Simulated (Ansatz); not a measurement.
# AlCd15S16 (Greenockite): the cost of one run

Method: DFT, PBE, plane-wave PAW, default files, scalar-relativistic, as far as a step names no other, in Ansatz 0.2.0.

## 1. The system as given

The structure is triclinic, space group P1 (No. 1). Conventional cell: a = 8.300 Å, b = 8.300 Å, c = 13.474 Å, α = 90.00°, β = 90.00°, γ = 120.00°. Around Al (site symmetry 1) lie 4 S at 2.46 to 2.65 Å. Cd (site symmetry 1) has 4 S at 2.53 to 2.54 Å as nearest neighbours. Only part of the 32 independent sites is listed.

Structure file:

```cif
data_structure
_symmetry_space_group_name_H-M 'P1'
_symmetry_Int_Tables_number 1
_cell_length_a 8.3000
_cell_length_b 8.3000
_cell_length_c 13.4740
_cell_angle_alpha 90.000
_cell_angle_beta 90.000
_cell_angle_gamma 120.000
_cell_volume 803.87
loop_
_atom_site_label
_atom_site_type_symbol
_atom_site_symmetry_multiplicity
_atom_site_Wyckoff_symbol
_atom_site_fract_x
_atom_site_fract_y
_atom_site_fract_z
_atom_site_occupancy
Al1 Al 1 a 0.83765 0.18279 0.00000 1
Cd1 Cd 1 a 0.83333 0.16667 0.50000 1
Cd2 Cd 1 a 0.33333 0.16667 0.00000 1
Cd3 Cd 1 a 0.33333 0.16667 0.50000 1
Cd4 Cd 1 a 0.33333 0.66667 0.00000 1
Cd5 Cd 1 a 0.33333 0.66667 0.50000 1
Cd6 Cd 1 a 0.83333 0.66667 0.00000 1
Cd7 Cd 1 a 0.83333 0.66667 0.50000 1
Cd8 Cd 1 a 0.16667 0.33333 0.25000 1
Cd9 Cd 1 a 0.16667 0.33333 0.75000 1
Cd10 Cd 1 a 0.66667 0.33333 0.25000 1
Cd11 Cd 1 a 0.66667 0.33333 0.75000 1
Cd12 Cd 1 a 0.66667 0.83333 0.25000 1
Cd13 Cd 1 a 0.66667 0.83333 0.75000 1
Cd14 Cd 1 a 0.16667 0.83333 0.25000 1
Cd15 Cd 1 a 0.16667 0.83333 0.75000 1
S1 S 1 a 0.83333 0.16667 0.18750 1
S2 S 1 a 0.83333 0.16667 0.68750 1
S3 S 1 a 0.33333 0.16667 0.18750 1
S4 S 1 a 0.33333 0.16667 0.68750 1
S5 S 1 a 0.33333 0.66667 0.18750 1
S6 S 1 a 0.33333 0.66667 0.68750 1
S7 S 1 a 0.83333 0.66667 0.18750 1
S8 S 1 a 0.83333 0.66667 0.68750 1
S9 S 1 a 0.16667 0.33333 0.43750 1
S10 S 1 a 0.16667 0.33333 0.93750 1
S11 S 1 a 0.66667 0.33333 0.43750 1
S12 S 1 a 0.66667 0.33333 0.93750 1
S13 S 1 a 0.66667 0.83333 0.43750 1
S14 S 1 a 0.66667 0.83333 0.93750 1
S15 S 1 a 0.16667 0.83333 0.43750 1
S16 S 1 a 0.16667 0.83333 0.93750 1
```

Atom 1 of the input is the impurity.

## 2. Relaxation of the positions

The input, input.yaml:

```yaml
crystal:
  lattice:
    - [8.3, 0.0, 0.0]
    - [-4.15, 7.1880108514, 0.0]
    - [0.0, 0.0, 13.474]
  atoms:
    - { symbol: Al, position: [0.1827922821, 0.3451381032, 0.0], spin: 1.0 }
    - { symbol: Cd, position: [0.1666666666, 0.3333333334, 0.5] }
    - { symbol: Cd, position: [0.1666666666, 0.8333333334, 0.0] }
    - { symbol: Cd, position: [0.1666666666, 0.8333333334, 0.5] }
    - { symbol: Cd, position: [0.6666666666, 0.3333333334, 0.0] }
    - { symbol: Cd, position: [0.6666666666, 0.3333333334, 0.5] }
    - { symbol: Cd, position: [0.6666666666, 0.8333333334, 0.0] }
    - { symbol: Cd, position: [0.6666666666, 0.8333333334, 0.5] }
    - { symbol: Cd, position: [0.3333333334, 0.1666666666, 0.25] }
    - { symbol: Cd, position: [0.3333333334, 0.1666666666, 0.75] }
    - { symbol: Cd, position: [0.3333333334, 0.6666666666, 0.25] }
    - { symbol: Cd, position: [0.3333333334, 0.6666666666, 0.75] }
    - { symbol: Cd, position: [0.8333333334, 0.1666666666, 0.25] }
    - { symbol: Cd, position: [0.8333333334, 0.1666666666, 0.75] }
    - { symbol: Cd, position: [0.8333333334, 0.6666666666, 0.25] }
    - { symbol: Cd, position: [0.8333333334, 0.6666666666, 0.75] }
    - { symbol: S, position: [0.1666666666, 0.3333333334, 0.1875] }
    - { symbol: S, position: [0.1666666666, 0.3333333334, 0.6875] }
    - { symbol: S, position: [0.1666666666, 0.8333333334, 0.1875] }
    - { symbol: S, position: [0.1666666666, 0.8333333334, 0.6875] }
    - { symbol: S, position: [0.6666666666, 0.3333333334, 0.1875] }
    - { symbol: S, position: [0.6666666666, 0.3333333334, 0.6875] }
    - { symbol: S, position: [0.6666666666, 0.8333333334, 0.1875] }
    - { symbol: S, position: [0.6666666666, 0.8333333334, 0.6875] }
    - { symbol: S, position: [0.3333333334, 0.1666666666, 0.4375] }
    - { symbol: S, position: [0.3333333334, 0.1666666666, 0.9375] }
    - { symbol: S, position: [0.3333333334, 0.6666666666, 0.4375] }
    - { symbol: S, position: [0.3333333334, 0.6666666666, 0.9375] }
    - { symbol: S, position: [0.8333333334, 0.1666666666, 0.4375] }
    - { symbol: S, position: [0.8333333334, 0.1666666666, 0.9375] }
    - { symbol: S, position: [0.8333333334, 0.6666666666, 0.4375] }
    - { symbol: S, position: [0.8333333334, 0.6666666666, 0.9375] }
magnetization:
  spin_polarized: true
kpoints:
  mp_grid: { grid: [3, 3, 2] }
scf:
  occupations: { method: fermi_dirac, width: 0.01 }
hamiltonian:
  xc: pbe
  pseudopotentials: { kind: paw }
output:
  forces: true
  stress: true
  populations: true
  efg:
    quadrupole_moments_barn: { Al: 0.1466, S: -0.0694 }
    contact_densities: true
relax:
  f_tol: 0.03
  max_steps: 40
```

Run with:

```console
> ansatz run input.yaml --threads 4 --pin off --max-ram 10240MiB --backend cpu --events-out ev --progress --plain --runs-dir out
```

Q: Estimate wall time and peak memory on 4 threads of Arm Neoverse V1, shared host.

About 12 min, with a peak of 5.9 GiB.
